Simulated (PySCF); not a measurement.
# CH3F3Ge (trifluoromethylgermane): the cost of one run

Computed with PySCF 2.14.0, with density-fitted response routines of our own, on a single molecule in the gas phase. Atoms count from 0, in the outputs and in this text.

**1. The starting structure**

8 atoms, charge 0, multiplicity 1; geometry from: GFN2-xTB. The atoms were then displaced at random by about 0.01 Å, so the start is not that level's minimum.

Bonds of the start (Å): F0–C1 1.35, C1–F2 1.34, C1–F3 1.35, C1–Ge4 1.99, Ge4–H5 1.49, Ge4–H6 1.48, Ge4–H7 1.49.

**2. Geometry optimisation at PBE0-D3(BJ)/def2-SVP**

Job settings and geometry (Å):

```
{"job": {"xc": "PBE0", "basis": "def2-SVP", "d3": "d3bj", "grid": 1, "shake": 0.01, "kind": "geom"}, "charge": 0, "multiplicity": 1}
F      1.605040    -0.232750    -1.088060
C      0.958180    -0.055660     0.088170
F      1.462770     1.051800     0.644870
F      1.374710    -1.084450     0.857250
Ge    -1.023020     0.051540    -0.114460
H     -1.312130     1.237550    -0.973290
H     -1.451440    -1.220220    -0.728140
H     -1.558980     0.233040     1.261200
```

Started as:

```console
OMP_NUM_THREADS=1 python probes_run.py task.json out
```

One launch serves the whole session: the jobs run in the order shown.

Q: Estimate the wall time and peak memory of this first job on 1 thread of Arm Neoverse V2, shared host.

About 22 s, with a peak of 0.42 GiB.
